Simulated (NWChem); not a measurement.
# BCl3 (boron trichloride) at 3 levels

Wanted: a comparison of 3 runs (HF/STO-3G, HF/3-21G, PBE0/6-311+G**) of BCl3 (boron trichloride). 

Program for the calculation: NWChem 7.3.0.

## 1. The system as given

BCl3: 4 atoms, total charge 0, spin state singlet. SMILES: `ClB(Cl)Cl`. Geometry: relaxed at PBE0-D4/def2-TZVP.

Bond lengths: Cl1–B2 1.737 Å, B2–Cl3 1.737 Å, B2–Cl4 1.737 Å. Angles: Cl1–B2–Cl3 120.0°, Cl1–B2–Cl4 120.0°, Cl3–B2–Cl4 120.0°.

## 2. Energy and forces at HF/STO-3G (run 1)

struct.xyz reads:

```xyz
4
BCl3 gradient
Cl    -0.257920     0.516440     1.638340
B      0.000000     0.000000    -0.000010
Cl     0.942010    -1.423060    -0.324000
Cl    -0.684100     0.906610    -1.314320
```

run.py reads:

```python
from ase.io import read
from ase.calculators.nwchem import NWChem

mol = read('struct.xyz')

calc = NWChem(
    label='struct',
    theory='scf',
    memory='2200 mb',
    basis='STO-3G',
    basispar='spherical bse',
    scf={'nopen': '0', 'rhf': None, 'thresh': '1e-08', 'maxiter': '80'},
)
mol.calc = calc

forces = mol.get_forces()
e = mol.get_potential_energy()
print(f"E = {e:.6f} eV")
print("forces (eV/A):")
for s, f in zip(mol.symbols, forces):
    print(f"{s:2s} {f[0]:10.5f} {f[1]:10.5f} {f[2]:10.5f}")
print("dipole (e A):", mol.get_dipole_moment().round(4))
```

Started as:

```console
$ export ASE_NWCHEM_COMMAND="nwchem PREFIX.nwi > PREFIX.nwo"
$ python run.py
```

The program printed:

```text
E = -37775.602589 eV
forces (eV/A):
Cl   -0.17427    0.34900    1.10732
B     0.00036   -0.00057    0.00057
Cl    0.63645   -0.96144   -0.21896
Cl   -0.46254    0.61300   -0.88888
dipole (e A): [-0.  0. -0.]
```

The calculator wrote struct.nwi:

```
title "struct"

permanent_dir struct

scratch_dir struct

start struct

geometry units angstrom nocenter noautosym noautoz
  Cl -2.5791999999999998e-01 5.1644000000000001e-01 1.6383399999999999e+00
  B  0.0000000000000000e+00 0.0000000000000000e+00 -1.0000000000000001e-05
  Cl 9.4201000000000001e-01 -1.4230600000000000e+00 -3.2400000000000001e-01
  Cl -6.8410000000000004e-01 9.0661000000000003e-01 -1.3143199999999999e+00
end

memory 2200 mb

basis spherical bse noprint
   * library STO-3G
end

scf
  nopen 0
  rhf
  thresh 1e-08
  maxiter 80
end

task scf gradient
```

struct.nwo:

```text
Northwest Computational Chemistry Package (NWChem) 7.3.0
             --------------------------------------------------------

           Job information
           ---------------

    nwchem branch   = 7.3.0
    use scalapack   = T
    input           = struct.nwi
    prefix          = struct.
    data base       = struct/struct.db
    status          = startup
    nproc           =        1

           Memory information
           ------------------

    heap     =     72089598 doubles =      550.0 Mbytes
    stack    =     72089595 doubles =      550.0 Mbytes
    global   =    144179200 doubles =     1100.0 Mbytes (distinct from heap & stack)
    total    =    288358393 doubles =     2200.0 Mbytes
    verify   = yes
    hardfail = no

[... 119 lines left out ...]
 Convergence threshold     :          1.000E-08
[... 12 lines left out ...]
       Final RHF  results
[... 3 lines left out ...]
      One-electron energy =  -2378.771278371150
[... 1 line left out ...]
 Nuclear repulsion energy =    230.173178426554
[... 40 lines left out ...]
                       ROHF Final Molecular Orbital Analysis
[... 168 lines left out ...]
  wavefunction    =   RHF

                         RHF ENERGY GRADIENTS

    atom               coordinates                        gradient
                 x          y          z           x          y          z
   1 Cl     -0.487398   0.975930   3.096014    0.003389  -0.006787  -0.021534
   2 B       0.000000   0.000000  -0.000019   -0.000007   0.000011  -0.000011
   3 Cl      1.780141  -2.689193  -0.612271   -0.012377   0.018697   0.004258
   4 Cl     -1.292762   1.713244  -2.483705    0.008995  -0.011921   0.017286

                 ----------------------------------------
                 |  Time  |  1-e(secs)   |  2-e(secs)   |
                 ----------------------------------------
                 |  CPU   |       0.00   |       0.12   |
                 ----------------------------------------
                 |  WALL  |       0.00   |       0.12   |
                 ----------------------------------------

 Task  times  cpu:        0.8s     wall:        0.8s
 Total times  cpu:        0.9s     wall:        0.9s
```

Run time: 1.7 s. Hardware: 1 thread of Intel Xeon 6975P-C (Granite Rapids), shared host; peak memory 0.1 GiB.

## 3. Energy and forces at HF/3-21G (run 2)

run.nw reads:

```
start run
title "BCl3"
memory 2200 mb

geometry noautosym nocenter noautoz
  Cl    -0.257920     0.516440     1.638340
  B      0.000000     0.000000    -0.000010
  Cl     0.942010    -1.423060    -0.324000
  Cl    -0.684100     0.906610    -1.314320
end

basis spherical bse
  * library 3-21G
end

scf
  thresh 1e-08
  maxiter 80
end

task scf gradient
```

Started as:

```console
$ nwchem run.nw > run.out
```

The program printed:

```text
[...]
  functions       =    48
[...]
  wavefunction    = RHF
[...]
         Total SCF energy =  -1396.531283388494
      One-electron energy =  -2388.577631472886
      Two-electron energy =    761.873169657837
 Nuclear repulsion energy =    230.173178426555
        Time for solution =      0.9s
[...]
                         RHF ENERGY GRADIENTS
    atom               coordinates                        gradient
                 x          y          z           x          y          z
   1 Cl     -0.487398   0.975930   3.096014    0.002877  -0.005761  -0.018281
   2 B       0.000000   0.000000  -0.000019   -0.000004   0.000007  -0.000008
   3 Cl      1.780141  -2.689193  -0.612271   -0.010507   0.015872   0.003615
   4 Cl     -1.292762   1.713244  -2.483705    0.007635  -0.010118   0.014673
[...]
```

It took 1.6 s on 1 thread of Intel Xeon 6975P-C (Granite Rapids), shared host; peak memory 0.1 GiB.

## 4. Energy and gradient at PBE0/6-311+G(d,p) (run 3)

run.py reads:

```python
from ase import Atoms
from ase.calculators.nwchem import NWChem

atoms = Atoms(['Cl', 'B', 'Cl', 'Cl'], positions=[
    [-0.257920, 0.516440, 1.638340],
    [-0.000000, 0.000000, -0.000010],
    [0.942010, -1.423060, -0.324000],
    [-0.684100, 0.906610, -1.314320],
])

calc = NWChem(
    label='bcl3',
    theory='dft',
    memory='2200 mb',
    basis='6-311+G**',
    basispar='spherical bse',
    dft={'xc': 'pbe0', 'mult': '1', 'grid': 'fine', 'convergence': 'energy 1e-08', 'iterations': '100', 'mulliken': None},
)
atoms.calc = calc

forces = atoms.get_forces()
print(f"energy = {atoms.get_potential_energy():.6f} eV")
print("forces (eV/A):")
for s, f in zip(atoms.symbols, forces):
    print(f"{s:2s} {f[0]:10.5f} {f[1]:10.5f} {f[2]:10.5f}")
print("dipole (e A):", atoms.get_dipole_moment().round(4))
```

Started as:

```console
$ export ASE_NWCHEM_COMMAND="nwchem PREFIX.nwi > PREFIX.nwo"
$ python run.py
```

The program printed:

```text
energy = -38235.397106 eV
forces (eV/A):
Cl   -0.01939    0.03882    0.12362
B     0.00021   -0.00036    0.00046
Cl    0.07091   -0.10706   -0.02453
Cl   -0.05173    0.06855   -0.09955
dipole (e A): [-0.  0. -0.]
```

The calculator wrote bcl3.nwi:

```
title "bcl3"

permanent_dir bcl3

scratch_dir bcl3

start bcl3

geometry units angstrom nocenter noautosym noautoz
  Cl -2.5791999999999998e-01 5.1644000000000001e-01 1.6383399999999999e+00
  B  -0.0000000000000000e+00 0.0000000000000000e+00 -1.0000000000000001e-05
  Cl 9.4201000000000001e-01 -1.4230600000000000e+00 -3.2400000000000001e-01
  Cl -6.8410000000000004e-01 9.0661000000000003e-01 -1.3143199999999999e+00
end

memory 2200 mb

basis spherical bse noprint
   * library 6-311+G**
end

dft
  xc pbe0
  mult 1
  grid fine
  convergence energy 1e-08
  iterations 100
  mulliken
end

task dft gradient
```

bcl3.nwo:

```text
Northwest Computational Chemistry Package (NWChem) 7.3.0
             --------------------------------------------------------

           Job information
           ---------------

    nwchem branch   = 7.3.0
    use scalapack   = T
    input           = bcl3.nwi
    prefix          = bcl3.
    data base       = bcl3/bcl3.db
    status          = startup
    nproc           =        1

           Memory information
           ------------------

    heap     =     72089596 doubles =      550.0 Mbytes
    stack    =     72089601 doubles =      550.0 Mbytes
    global   =    144179200 doubles =     1100.0 Mbytes (distinct from heap & stack)
    total    =    288358397 doubles =     2200.0 Mbytes
    verify   = yes
    hardfail = no

[... 90 lines left out ...]
  convergence criterion.
[... 38 lines left out ...]
          Spatial weights used:  Erf1
[... 78 lines left out ...]
         Total DFT energy =    -1405.124938200779
[... 3 lines left out ...]
 Nuclear repulsion energy =      230.173178426554
[... 856 lines left out ...]
          Convergence on gradient requested:  5.00D-04
[... 25 lines left out ...]
          total energy or number of iterations.
[... 26 lines left out ...]
                         DFT ENERGY GRADIENTS

    atom               coordinates                        gradient
                 x          y          z           x          y          z
   1 Cl     -0.487398   0.975930   3.096014    0.000377  -0.000755  -0.002404
   2 B       0.000000   0.000000  -0.000019   -0.000004   0.000007  -0.000009
   3 Cl      1.780141  -2.689193  -0.612271   -0.001379   0.002082   0.000477
   4 Cl     -1.292762   1.713244  -2.483705    0.001006  -0.001333   0.001936

                 ----------------------------------------
                 |  Time  |  1-e(secs)   |  2-e(secs)   |
                 ----------------------------------------
                 |  CPU   |       0.01   |       2.51   |
                 ----------------------------------------
                 |  WALL  |       0.01   |       2.51   |
                 ----------------------------------------

 Task  times  cpu:       13.7s     wall:       13.7s
 Total times  cpu:       13.7s     wall:       13.7s
```

Run time: 15 s. Hardware: 1 thread of Intel Xeon 6975P-C (Granite Rapids), shared host; peak memory 0.13 GiB.

## 5. Overview of the runs

```csv
run,level,iteration cap,module,energy (Eh),dipole moment (D),HOMO energy (eV),LUMO energy (eV),wall time
1,HF/STO-3G,80,scf,-1388.227801,0.00,-11.66,4.33,1.7 s
2,HF/3-21G,80,scf,-1396.531283,0.00,-12.92,1.56,1.6 s
3,PBE0/6-311+G**,100,dft,-1405.124938,0.00,-9.18,-1.77,15 s
```

## 6. Summary of results

| quantity | value |
| --- | --- |
| run 3: total energy | -1405.12494 Eh |
| run 3: dipole moment | 0.00 D |
| run 3: HOMO energy | -9.18 eV |
| run 3: LUMO energy | -1.77 eV |
| run 3: HOMO–LUMO gap | 7.41 eV |
| run 3: largest force on an atom | 0.131 eV/Å |

The HOMO–LUMO gap runs from 7.41 eV (PBE0/6-311+G**) to 15.99 eV (HF/STO-3G). The two ends differ in method and basis. In run 1 the basis is minimal, so the values are rough. All runs together took 18 s, the longest 15 s.
